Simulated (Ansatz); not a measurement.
# InH2+ (triplet): wave-function methods side by side, def2-TZVPP

How much of the correlation energy of InH2+ (triplet) does each wave-function method recover here?

Computed with Ansatz 0.2.0, Gaussian basis. Level: def2-TZVPP, core rule «outside noble gas», up to 9 orbitals frozen.

Plan: UHF; CCSD(T) on ROHF; CCSD(T) on UHF; BCCD(T) on ROHF; CCSDT(Q) on ROHF; CCSDT(Q) on UHF; CASSCF and MRCISD+Q, 4 electrons in 6 orbitals; CASSCF and NEVPT2, 4 electrons in 6 orbitals; Full CI.

9 further runs of the same task are left out: 2 for a known fault of the program, 2 that didn't finish, 5 set aside as unsound or not needed.

## (1) What is computed

The geometry is a PBE0/def2-TZVP stationary point (not a proven minimum). No spin-orbit coupling is included. Elements past krypton take def2 core potentials.

3 atoms, charge 1, spin multiplicity 3.

Atoms are counted from 1 here; the program's logs count them from 0.

Bond lengths: In1–H2 1.966 Å, In1–H3 1.966 Å. Angles: H2–In1–H3 71.1°.

In the tables R marks a restricted open-shell determinant and U an unrestricted one; 'valence' is the active space of 4 electrons in 6 orbitals; energies count from the table's Hartree-Fock row.

## (2) UHF

in.yaml

```yaml
crystal:
  periodic: [false, false, false]
  atoms:
    - {symbol: In, position_ang: [0.000000, 0.000000, -0.027604]}
    - {symbol: H, position_ang: [0.000000, 1.143293, 1.572214]}
    - {symbol: H, position_ang: [0.000000, -1.143293, 1.572214]}
basis:
  gaussian: {orbitals: def2-TZVPP}
total_charge: 1
magnetization: {spin_polarized: true, initial_magnetization: 2}
hamiltonian: {xc: hf}
output: {orbitals: {seedname: orbitals}}
```

On the command line:

```
$ ansatz run in.yaml --threads 1 --pin off --events-out ev --progress --plain --max-ram 2393MiB
```

The log of the run:

```text
Functional definition: HF
  name "HF"
  cite "Fock, Z. Phys. 61, 126 (1930) doi:10.1007/BF01340294"
  parent pbe
  exchange = exact_x
  correlation = 0
662 factors; their error is unknown
mean field evaluation 1: about -5169.6389 eV, gradient 8.5e0 eV
mean field evaluation 2: about -5170.2546 eV, gradient 4.2e0 eV
mean field evaluation 4: about -5170.4380 eV, gradient 4.4e-1 eV
mean field evaluation 8: about -5170.6528 eV, gradient 5.3e-1 eV
mean field evaluation 16: about -5170.6538 eV, gradient 8.2e-6 eV
mean field -5170.65378587 eV, -190.0180218358 hartree, gradient 8.2e-6 eV, S^2 2.068745; 0 other end points of the search recorded, 0 dependent functions left out
reference -5170.65378587 eV, -190.0180218358 hartree; 12, 10 occupied and 66, 68 virtual orbitals, 662 factors
Total energy: -5170.65378587 eV, -190.0180218358 hartree
```

Run time: 0.45 s. Hardware: 1 thread of Arm Neoverse V2, shared host.

From the report: ⟨S²⟩ of the determinant 2.069 (pure triplet: 2.00).

## (3) CCSD(T) on ROHF

Edit in.yaml of step 2 so:

```diff
@@ -9,4 +9,4 @@
 total_charge: 1
-magnetization: {spin_polarized: true, initial_magnetization: 2}
-hamiltonian: {xc: hf}
-output: {orbitals: {seedname: orbitals}}
+magnetization: {spin_polarized: false, initial_magnetization: 2}
+correlation: {method: ccsd_t, electrons: outside_noble_gas}
+output: {forces: true}
```

The command is unchanged.

The log of the run (excerpt; [...] marks lines left out):

```text
Functional definition: HF
  name "HF"
  cite "Fock, Z. Phys. 61, 126 (1930) doi:10.1007/BF01340294"
  parent pbe
[...]
631 factors; integrals over basis functions are off by at most 8.2e-4 eV
[...]
mean field -5170.20442530 eV, -190.0015081395 hartree, gradient 3.0e-6 eV, S^2 2.000000; 0 other end points of the search recorded, 0 dependent functions left out
[...]
9 core orbitals not correlated: weight in the atoms' cores, before any rotation towards them, 0.997 or more for the frozen orbitals, at most 0.003 for the correlated occupied ones
reference -5170.20442530 eV, -190.0015081395 hartree; 3, 1 occupied and 66, 68 virtual orbitals, 631 factors
second order -1.12388160 eV of doubles, -0.23165148 eV of singles
cycle   1  -1.59123256 eV  change   -2.3e-1 eV  update   5.5e-2
[...]
cycle  12  -1.74925073 eV  change    6.1e-8 eV  update   6.5e-7
perturbative correction -0.02876444 eV, -0.0010570738 hartree
[...]
Total energy: -5171.98244048 eV, -190.0668489922 hartree
Atom 0 at     0.000000     0.000000    -0.027604 Å, force    -0.000000    -0.000000    -0.120587 eV/Å
Atom 1 at     0.000000     1.143293     1.572214 Å, force    -0.000000    -0.033295     0.060293 eV/Å
Atom 2 at     0.000000    -1.143293     1.572214 Å, force     0.000000     0.033295     0.060293 eV/Å
Dipole moment:     0.000000     0.000000     0.105869 e Å
```

It took 9 s on 1 thread of Arm Neoverse V2, shared host; peak memory 0.41 GiB.

From the report: correlation -1.7780 eV; T1 0.050; largest double amplitude 0.09.

## (4) CCSD(T) on UHF

Edit in.yaml of step 3 so:

```diff
@@ -9,3 +9,3 @@
 total_charge: 1
-magnetization: {spin_polarized: false, initial_magnetization: 2}
+magnetization: {spin_polarized: true, initial_magnetization: 2}
 correlation: {method: ccsd_t, electrons: outside_noble_gas}
```

The command is unchanged.

The log of the run (excerpt; [...] marks lines left out):

```text
Functional definition: HF
  name "HF"
  cite "Fock, Z. Phys. 61, 126 (1930) doi:10.1007/BF01340294"
  parent pbe
[...]
631 factors; integrals over basis functions are off by at most 8.2e-4 eV
[...]
mean field -5170.65400257 eV, -190.0180297994 hartree, gradient 4.9e-6 eV, S^2 2.068745; 0 other end points of the search recorded, 0 dependent functions left out
9 core orbitals not correlated: weight in the atoms' cores, before any rotation towards them, 0.996 or more for the frozen orbitals, at most 0.003 for the correlated occupied ones
reference -5170.65400257 eV, -190.0180297994 hartree; 3, 1 occupied and 66, 68 virtual orbitals, 631 factors
second order -0.90279455 eV of doubles, -0.00000000 eV of singles
cycle   1  -1.11815156 eV  change   -2.2e-1 eV  update   5.5e-2
[...]
cycle  12  -1.32954259 eV  change    9.9e-7 eV  update   6.8e-7
perturbative correction -0.02250158 eV, -0.0008269180 hartree
[...]
Total energy: -5172.00604675 eV, -190.0677165063 hartree
Atom 0 at     0.000000     0.000000    -0.027604 Å, force     0.000000    -0.000000    -0.087179 eV/Å
Atom 1 at     0.000000     1.143293     1.572214 Å, force     0.000000    -0.044674     0.043589 eV/Å
Atom 2 at     0.000000    -1.143293     1.572214 Å, force    -0.000000     0.044674     0.043589 eV/Å
Dipole moment:    -0.000000     0.000000     0.106079 e Å
```

Run time: 8.5 s. Hardware: 1 thread of Arm Neoverse V2, shared host; peak memory 0.41 GiB.

From the report: ⟨S²⟩ of the determinant 2.069 (pure triplet: 2.00); correlation -1.3520 eV; T1 0.031; largest double amplitude 0.09.

## (5) BCCD(T) on ROHF

Edit in.yaml of step 4 so:

```diff
@@ -9,4 +9,3 @@
 total_charge: 1
-magnetization: {spin_polarized: true, initial_magnetization: 2}
-correlation: {method: ccsd_t, electrons: outside_noble_gas}
-output: {forces: true}
+magnetization: {spin_polarized: false, initial_magnetization: 2}
+correlation: {method: bccd_t, electrons: outside_noble_gas}
```

Launched as before.

The log of the run (excerpt; [...] marks lines left out):

```text
Functional definition: HF
  name "HF"
  cite "Fock, Z. Phys. 61, 126 (1930) doi:10.1007/BF01340294"
  parent pbe
[...]
631 factors; integrals over basis functions are off by at most 8.2e-4 eV
[...]
mean field -5170.20442530 eV, -190.0015081395 hartree, gradient 3.0e-6 eV, S^2 2.000000; 0 other end points of the search recorded, 0 dependent functions left out
[...]
9 core orbitals not correlated: weight in the atoms' cores, before any rotation towards them, 0.997 or more for the frozen orbitals, at most 0.003 for the correlated occupied ones
reference -5170.20442530 eV, -190.0015081395 hartree; 3, 1 occupied and 66, 68 virtual orbitals, 631 factors
second order -1.12388160 eV of doubles, -0.23165148 eV of singles
cycle   1  -1.61366229 eV  change   -2.5e-1 eV  update   5.5e-2
[...]
cycle  10  -1.75017996 eV  change   -2.4e-7 eV  update   4.2e-6
perturbative correction -0.02713220 eV, -0.0009970898 hartree
Total energy: -5171.98173746 eV, -190.0668231564 hartree
```

Run time: 2.6 s. Hardware: 1 thread of Arm Neoverse V2, shared host; peak memory 0.32 GiB.

From the report: correlation -1.7773 eV; largest double amplitude 0.09.

## (6) CCSDT(Q) on ROHF

Edit in.yaml of step 5 so:

```diff
@@ -10,2 +10,2 @@
 magnetization: {spin_polarized: false, initial_magnetization: 2}
-correlation: {method: bccd_t, electrons: outside_noble_gas}
+correlation: {method: ccsdt_q, electrons: outside_noble_gas}
```

Launched as before.

The log of the run (excerpt; [...] marks lines left out):

```text
Functional definition: HF
  name "HF"
  cite "Fock, Z. Phys. 61, 126 (1930) doi:10.1007/BF01340294"
  parent pbe
[...]
1202 factors; integrals over basis functions are off by at most 1.5e-7 eV
[...]
mean field -5170.20443209 eV, -190.0015083888 hartree, gradient 2.2e-6 eV, S^2 2.000000; 0 other end points of the search recorded, 0 dependent functions left out
[...]
9 core orbitals not correlated: weight in the atoms' cores, before any rotation towards them, 0.997 or more for the frozen orbitals, at most 0.003 for the correlated occupied ones
reference -5170.20443209 eV, -190.0015083888 hartree; 3, 1 occupied and 66, 68 virtual orbitals, 1202 factors
second order -1.12388411 eV of doubles, -0.23165151 eV of singles
cycle   1  -1.59122869 eV  change   -2.3e-1 eV  update   5.6e-2
[...]
cycle  14  -1.78738143 eV  change    6.4e-8 eV  update   1.5e-7
perturbative correction -0.00031680 eV, -0.0000116422 hartree
Total energy: -5171.99213032 eV, -190.0672050870 hartree
```

Wall time 34 s (1 thread of Arm Neoverse V2, shared host); peak memory 0.62 GiB.

From the report: correlation -1.7877 eV; T1 0.049; largest double amplitude 0.10.

## (7) CCSDT(Q) on UHF

Edit in.yaml of step 6 so:

```diff
@@ -9,3 +9,3 @@
 total_charge: 1
-magnetization: {spin_polarized: false, initial_magnetization: 2}
+magnetization: {spin_polarized: true, initial_magnetization: 2}
 correlation: {method: ccsdt_q, electrons: outside_noble_gas}
```

The command is unchanged.

The log of the run (excerpt; [...] marks lines left out):

```text
Functional definition: HF
  name "HF"
  cite "Fock, Z. Phys. 61, 126 (1930) doi:10.1007/BF01340294"
  parent pbe
[...]
1202 factors; integrals over basis functions are off by at most 1.5e-7 eV
[...]
mean field -5170.65400960 eV, -190.0180300576 hartree, gradient 4.5e-6 eV, S^2 2.068745; 0 other end points of the search recorded, 0 dependent functions left out
9 core orbitals not correlated: weight in the atoms' cores, before any rotation towards them, 0.996 or more for the frozen orbitals, at most 0.003 for the correlated occupied ones
reference -5170.65400960 eV, -190.0180300576 hartree; 3, 1 occupied and 66, 68 virtual orbitals, 1202 factors
second order -0.90279667 eV of doubles, -0.00000000 eV of singles
cycle   1  -1.11814764 eV  change   -2.2e-1 eV  update   5.7e-2
[...]
cycle  14  -1.36130893 eV  change    1.9e-7 eV  update   2.2e-7
perturbative correction -0.00024817 eV, -0.0000091199 hartree
Total energy: -5172.01556669 eV, -190.0680663578 hartree
```

It took 33 s on 1 thread of Arm Neoverse V2, shared host; peak memory 0.61 GiB.

From the report: ⟨S²⟩ of the determinant 2.069 (pure triplet: 2.00); correlation -1.3616 eV; T1 0.031; largest double amplitude 0.10.

## (8) CASSCF and MRCISD+Q, 4 electrons in 6 orbitals

Edit in.yaml of step 7 so:

```diff
@@ -9,3 +9,3 @@
 total_charge: 1
-magnetization: {spin_polarized: true, initial_magnetization: 2}
-correlation: {method: ccsdt_q, electrons: outside_noble_gas}
+magnetization: {spin_polarized: false, initial_magnetization: 2}
+correlation: {method: fic_mrcisd_q, electrons: outside_noble_gas, active_space: {window: {electrons: 4, orbitals: 6}, shells: [{species: H, l: s, shell: 1}, {species: In, l: s, shell: 5}, {species: In, l: p, shell: 5}]}}
```

The command is unchanged.

The log of the run (excerpt; [...] marks lines left out):

```text
Functional definition: HF
  name "HF"
  cite "Fock, Z. Phys. 61, 126 (1930) doi:10.1007/BF01340294"
  parent pbe
[...]
1202 factors; integrals over basis functions are off by at most 1.5e-7 eV
[...]
mean field -5170.20443209 eV, -190.0015083888 hartree, gradient 2.2e-6 eV, S^2 2.000000; 0 other end points of the search recorded, 0 dependent functions left out
reference -5170.20443209 eV, -190.0015083888 hartree; 12, 10 occupied and 66, 68 virtual orbitals, 1202 factors
state -5171.38830418 eV, -190.0450148859 hartree
contracted CI cycle   1: correlation 0.00000000 eV, 0.0000000000 hartree, residual 5.80e0 eV
contracted CI cycle   2: correlation -0.56158953 eV, -0.0206380347 hartree, residual 1.42e0 eV
contracted CI cycle   3: correlation -0.58892161 eV, -0.0216424700 hartree, residual 3.00e-1 eV
contracted CI cycle   4: correlation -0.59026891 eV, -0.0216919822 hartree, residual 7.80e-2 eV
contracted CI cycle   5: correlation -0.59034514 eV, -0.0216947838 hartree, residual 1.72e-2 eV
contracted CI cycle   6: correlation -0.59034907 eV, -0.0216949283 hartree, residual 4.16e-3 eV
contracted CI cycle   7: correlation -0.59034928 eV, -0.0216949360 hartree, residual 8.91e-4 eV
state -5171.38830418 eV, -190.0450148859 hartree; corrected -5171.98794845 eV, -190.0670514060 hartree
Total energy: -5171.98794845 eV, -190.0670514060 hartree
Checks for a lower state left out: starts, orbital_swaps
```

It took 3.6 s on 1 thread of Arm Neoverse V2, shared host; peak memory 0.25 GiB.

From the report: 60 determinants; active occupations 1.92, 1.01, 0.99, 0.03, 0.03, 0.02.

## (9) CASSCF and NEVPT2, 4 electrons in 6 orbitals

in.yaml

```yaml
crystal:
  periodic: [false, false, false]
  atoms:
    - {symbol: In, position_ang: [0.000000, 0.000000, -0.027604]}
    - {symbol: H, position_ang: [0.000000, 1.143293, 1.572214]}
    - {symbol: H, position_ang: [0.000000, -1.143293, 1.572214]}
basis:
  gaussian: {orbitals: def2-TZVPP}
total_charge: 1
magnetization: {spin_polarized: false, initial_magnetization: 2}
correlation: {method: sc_nevpt2, electrons: outside_noble_gas, active_space: {window: {electrons: 4, orbitals: 6}, shells: [{species: H, l: s, shell: 1}, {species: In, l: s, shell: 5}, {species: In, l: p, shell: 5}]}}
```

Same command.

The log of the run:

```text
Functional definition: HF
  name "HF"
  cite "Fock, Z. Phys. 61, 126 (1930) doi:10.1007/BF01340294"
  parent pbe
  exchange = exact_x
  correlation = 0
1202 factors; integrals over basis functions are off by at most 1.5e-7 eV
mean field evaluation 1: about -5169.7757 eV, gradient 9.2e0 eV
mean field evaluation 2: about -5169.7786 eV, gradient 9.2e0 eV
mean field evaluation 4: about -5170.1869 eV, gradient 7.1e-1 eV
mean field evaluation 8: about -5170.1992 eV, gradient 2.5e-1 eV
mean field evaluation 16: about -5170.2044 eV, gradient 2.2e-6 eV
mean field -5170.20443209 eV, -190.0015083888 hartree, gradient 2.2e-6 eV, S^2 2.000000; 0 other end points of the search recorded, 0 dependent functions left out
reference -5170.20443209 eV, -190.0015083888 hartree; 12, 10 occupied and 66, 68 virtual orbitals, 1202 factors
state -5171.38830418 eV, -190.0450148859 hartree
state -5171.38830418 eV, -190.0450148859 hartree; corrected -5171.82825502 eV, -190.0611827808 hartree
Total energy: -5171.82825502 eV, -190.0611827808 hartree
Checks for a lower state left out: starts, orbital_swaps
```

It took 2.6 s on 1 thread of Arm Neoverse V2, shared host.

From the report: 60 determinants; active occupations 1.92, 1.01, 0.99, 0.03, 0.03, 0.02.

## (10) Full CI

in.yaml

```yaml
crystal:
  periodic: [false, false, false]
  atoms:
    - {symbol: In, position_ang: [0.000000, 0.000000, -0.027604]}
    - {symbol: H, position_ang: [0.000000, 1.143293, 1.572214]}
    - {symbol: H, position_ang: [0.000000, -1.143293, 1.572214]}
basis:
  gaussian: {orbitals: def2-TZVPP}
total_charge: 1
magnetization: {spin_polarized: false, initial_magnetization: 2}
correlation: {method: fci, electrons: outside_noble_gas}
```

Same command.

The log of the run:

```text
Functional definition: HF
  name "HF"
  cite "Fock, Z. Phys. 61, 126 (1930) doi:10.1007/BF01340294"
  parent pbe
  exchange = exact_x
  correlation = 0
1202 factors; integrals over basis functions are off by at most 1.5e-7 eV
mean field evaluation 1: about -5169.7757 eV, gradient 9.2e0 eV
mean field evaluation 2: about -5169.7786 eV, gradient 9.2e0 eV
mean field evaluation 4: about -5170.1869 eV, gradient 7.1e-1 eV
mean field evaluation 8: about -5170.1992 eV, gradient 2.5e-1 eV
mean field evaluation 16: about -5170.2044 eV, gradient 2.2e-6 eV
mean field -5170.20443209 eV, -190.0015083888 hartree, gradient 2.2e-6 eV, S^2 2.000000; 0 other end points of the search recorded, 0 dependent functions left out
9 core orbitals not correlated: weight in the atoms' cores, before any rotation towards them, 0.999 or more for the frozen orbitals, at most 0.000 for the correlated occupied ones
reference -5170.20443209 eV, -190.0015083888 hartree; 3, 1 occupied and 66, 68 virtual orbitals, 1202 factors
state -5171.99103373 eV, -190.0671647880 hartree
Total energy: -5171.99103373 eV, -190.0671647880 hartree
```

Wall time 13 s (1 thread of Arm Neoverse V2, shared host); peak memory 0.33 GiB.

From the report: 1,394,336 determinants, symmetry B2.

## (11) Natural occupations

Natural occupations of the FCI state about the gap (report; correlated orbitals 1 to 10): 1.918, 1.000, 0.985, 0.030, 0.027, 0.017, 0.006, 0.003, 0.003, 0.003. The count of effectively unpaired electrons, Σ n²(2 − n)², is 2.03; a single determinant of this spin has 2.

## (12) The ladder

The yardstick is full CI for this spin, exact in this basis with these frozen cores. Rows without a time come out of other runs: HF, MP2 and CCSD of CCSD(T), CCSDT of CCSDT(Q), CASSCF and MRCISD of the multireference runs. The times of RCCSD(T), UCCSD(T) include forces.

Differences are taken before rounding.

```csv
method,energy from the lowest RHF (meV),from FCI (meV),time
RHF,0.0,+1786.6,
UHF,-449.6,+1337.0,
RMP2,-1355.5,+431.1,
UMP2,-1352.4,+434.2,
RCCSD,-1749.3,+37.4,
UCCSD,-1779.1,+7.5,
RCCSD(T),-1778.0,+8.6,9 s
UCCSD(T),-1801.6,-15.0,8.5 s
BCCD(T),-1777.3,+9.3,2.6 s
RCCSDT,-1787.4,-0.8,
UCCSDT,-1810.9,-24.3,
RCCSDT(Q),-1787.7,-1.1,34 s
UCCSDT(Q),-1811.1,-24.5,33 s
CASSCF valence,-1183.9,+602.7,
NEVPT2 valence,-1623.8,+162.8,2.6 s
MRCISD valence,-1774.2,+12.4,
MRCISD+Q valence,-1783.5,+3.1,3.6 s
FCI,-1786.6,0,13 s
```

Among the levels timed on like hardware and quicker than the yardstick, those that no quicker one beats, quickest first: BCCD(T) (2.6 s, +9.3 meV); MRCISD+Q valence (3.6 s, +3.1 meV).

## (13) What came out

| quantity | value |
| --- | --- |
| FCI below the RHF energy | -1.7866 eV |
| RMP2 from FCI | +431.1 meV |
| UMP2 from FCI | +434.2 meV |
| RCCSD from FCI | +37.4 meV |
| RCCSD(T) from FCI | +8.6 meV |
| UCCSD(T) from FCI | -15.0 meV |
| RCCSDT(Q) from FCI | -1.1 meV |
| UCCSDT(Q) from FCI | -24.5 meV |
| NEVPT2 valence from FCI | +162.8 meV |
| MRCISD+Q valence from FCI | +3.1 meV |
| levels within 1 kcal/mol (43 meV) | RCCSD, UCCSD, RCCSD(T), UCCSD(T), BCCD(T), RCCSDT, UCCSDT, RCCSDT(Q), UCCSDT(Q), MRCISD valence, MRCISD+Q valence |
| T1 diagnostic | 0.050 |
| effectively unpaired electrons | 2.03 |

RCCSD(T) misses by +8.6 meV, 0.5 % of the correlation energy. CCSD(T) misses by +8.6 meV on the restricted determinant and by -15.0 meV on the unrestricted one; the two need not hold the same state or core. UCCSD(T), UCCSDT, UCCSDT(Q) fall below full CI: unrestricted runs freeze a spin-polarised core, another one than full CI's, and coupled cluster isn't variational. The occupations are near whole numbers, but T1 = 0.050 shows that the orbitals relax strongly. Of the multireference levels listed MRCISD+Q valence comes nearest in total energy (+3.1 meV), which doesn't show that its space is the better one. These misses are within one basis, not against nature; the frozen cores of restricted and unrestricted runs differ, which can shift their rows.

For cost: MRCISD+Q valence gets within 3.1 meV in 3.6 s, where FCI took 13 s; the quickest level in the cost chart, BCCD(T), takes 2.6 s and misses by 9.3 meV.
